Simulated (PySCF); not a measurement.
# C10H15I (1-Iodoadamantane): the cost of one run

Programs: PySCF 2.14.0, with routines of our own; each step states its level. All values are computed. Atoms count from 0.

## 1. The starting structure

26 atoms, charge 0, multiplicity 1; geometry from: GFN2-xTB.

## 2. NMR shieldings: PBE/pcSseg-1 I:us-x2c-TZVPall-2c (PBE), spin–orbit

Job settings and geometry (Å):

```
{"job": {"kind": "hnmr", "xc": "PBE", "basis": {"default": "pcSseg-1", "I": "us-x2c-TZVPall-2c"}, "rel": "so"}, "charge": 0, "multiplicity": 1}
I      3.006392    -0.827021     1.939025
C      1.195393    -0.328468     0.772651
C      1.300291     1.114309     0.313075
C      0.045885     1.459232    -0.496210
C     -0.049400     0.534804    -1.709018
C     -0.132680    -0.914591    -1.233078
C     -1.370347    -1.096842    -0.355985
C     -1.273082    -0.168773     0.853979
C     -1.191172     1.282612     0.383211
C     -0.019131    -0.513663     1.664087
C      1.121341    -1.259895    -0.423541
H      2.190691     1.252070    -0.305313
H      1.381020     1.783083     1.173567
H      0.114709     2.500061    -0.830723
H     -0.934914     0.784221    -2.297423
H      0.825058     0.667735    -2.350273
H     -0.192047    -1.583871    -2.098273
H     -2.270248    -0.865246    -0.929627
H     -1.443642    -2.135481    -0.025154
H     -2.154673    -0.300290     1.490925
H     -1.134789     1.951676     1.245168
H     -2.089195     1.541041    -0.181912
H      0.047440     0.137956     2.538893
H     -0.077785    -1.545972     2.017776
H      1.074146    -2.300363    -0.093215
H      2.009693    -1.145710    -1.049336
```

Level: PBE/pcSseg-1 I:us-x2c-TZVPall-2c GIAO NMR shielding, X2C with spin-orbit coupling, screened-nuclear two-electron part, Gaussian nuclei, gas phase.

Started as:

```bash
$ OMP_NUM_THREADS=1 python heavy_run.py task.json out
```

The driver reads the jobs from task.json and runs them one after another.

**Question.** How long does this first job take on 1 thread of Arm Neoverse V1, shared host, and how much memory does it need?

About 5.7 min, with a peak of 2 GiB.
